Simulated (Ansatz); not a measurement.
# CF3NOSi, SMILES O=C=N[Si](F)(F)F: a single point in a Gaussian basis

Program: Ansatz 0.2.0, Python API.

Run as a notebook:

In [1]:
```python
from pathlib import Path

import ansatz as az

geometry_ang = [
    ('O', [0.9015, -2.4775, 1.5349]),
    ('C', [0.6749, -1.4463, 0.9137]),
    ('N', [0.4708, -0.4614, 0.2973]),
    ('Si', [-0.2558, 0.7991, -0.5101]),
    ('F', [0.7297, 1.8426, -1.0811]),
    ('F', [-1.33, 1.5176, 0.5155]),
    ('F', [-1.1299, 0.1579, -1.7158]),
]
cf3nosi = az.Crystal.molecule()
for symbol, xyz in geometry_ang:
    cf3nosi = cf3nosi.atom(symbol, xyz)
```

In [2]:
```python
calculation = (
    cf3nosi.calculation()
    .basis(gaussian='STO-3G')
    .functional('b3lyp')
    .accuracy('high')
    .scf(lower_state_search='light')
    .orbitals()
)
print(calculation.to_yaml())
out = calculation.run(threads=1, pin='off', runs_dir='cf3nosi_runs')
data = out.report
```
```text
crystal:
  periodic: [false, false, false]
  atoms:
    - { symbol: O, position_ang: [0.9015, -2.4775, 1.5349] }
    - { symbol: C, position_ang: [0.6749, -1.4463, 0.9137] }
    - { symbol: "N", position_ang: [0.4708, -0.4614, 0.2973] }
    - { symbol: Si, position_ang: [-0.2558, 0.7991, -0.5101] }
    - { symbol: F, position_ang: [0.7297, 1.8426, -1.0811] }
    - { symbol: F, position_ang: [-1.33, 1.5176, 0.5155] }
    - { symbol: F, position_ang: [-1.1299, 0.1579, -1.7158] }
accuracy: high
basis:
  gaussian:
    orbitals: STO-3G
hamiltonian:
  xc: b3lyp
scf:
  lower_state_search: light
output:
  orbitals: {}
```

In [3]:
```python
data['n_occupied'], data['n_virtual']
```
Out [3]:
```text
([31, 31], [8, 8])
```

In [4]:
```python
data['reference_energy_ev']
```
Out [4]:
```text
-20332.066310655977
```

In [5]:
```python
type(out).__name__, type(data).__name__
```
Out [5]:
```text
('RunOutcome', 'dict')
```

In [6]:
```python
print(f'E = {data["free_energy_ev"]:.6f} eV = {data["free_energy_ev"] / 27.211386246:.7f} Ha')
print('converged:', data['converged'], ' doubts:', data['published_state_doubts'] or 'none')
```
```text
E = -20332.066311 eV = -747.1896553 Ha
converged: True  doubts: none
```

In [7]:
```python
field = data['mean_field']
print('<S^2> =', round(abs(field['state']['spin_squared']), 4), ' all-electron relativity setting:', field['relativity'])
print('passes:', field['passes'])
if 'symmetry' in field:
    print('occupied orbitals by irrep:', field['symmetry']['occupied'])

lines = Path(data['orbitals_path']).read_text().splitlines()
field_of = lambda key: [line.split('=')[1].strip() for line in lines if line.startswith(key)]
orbitals = [(27.211386 * float(e), s, float(n)) for e, s, n in zip(field_of('Ene='), field_of('Spin='), field_of('Occup='))]
homo = max(e for e, _, n in orbitals if n > 0.5)
lumo = min(e for e, _, n in orbitals if n < 0.5)
for e, spin, n in sorted(orbitals):
    if homo - 10 < e < lumo + 5:
        print(f'{spin:6s} {e:10.3f} eV  occupation {n:.0f}')
```
```text
<S^2> = 0.0  all-electron relativity setting: none
passes: {'evaluations': 19, 'products': 10}
occupied orbitals by irrep: [{'A': 31}, {'A': 31}]
Alpha     -11.013 eV  occupation 2
Alpha     -10.513 eV  occupation 2
Alpha     -10.503 eV  occupation 2
Alpha     -10.204 eV  occupation 2
Alpha      -9.212 eV  occupation 2
Alpha      -9.142 eV  occupation 2
Alpha      -7.055 eV  occupation 2
Alpha      -6.558 eV  occupation 2
Alpha      -6.135 eV  occupation 2
Alpha      -5.972 eV  occupation 2
Alpha      -5.733 eV  occupation 2
Alpha      -5.602 eV  occupation 2
Alpha      -5.218 eV  occupation 2
Alpha      -5.173 eV  occupation 2
Alpha       3.914 eV  occupation 0
Alpha       3.966 eV  occupation 0
Alpha       5.400 eV  occupation 0
Alpha       8.082 eV  occupation 0
```

Reading the output:
- These settings explore the input space; basis and method may be short of convergence.
- The geometry is a force-field or estimated start, not a minimum of this method, and the basis set is short of its limit.
- Alpha marks a spatial orbital of a restricted run, filled by both spins.
- b3lyp holds the VWN-RPA fit, as in Gaussian; the form of ORCA and Turbomole is b3lyp5.
- Levels such as HOMO and LUMO are orbital energies: with these approximate functionals they aren't the ionisation energy and electron affinity, and their gap isn't the fundamental gap.
- It ran for 3.9 s on 1 thread of Arm Neoverse V1, with other jobs on the host, peak memory 0.21 GiB.
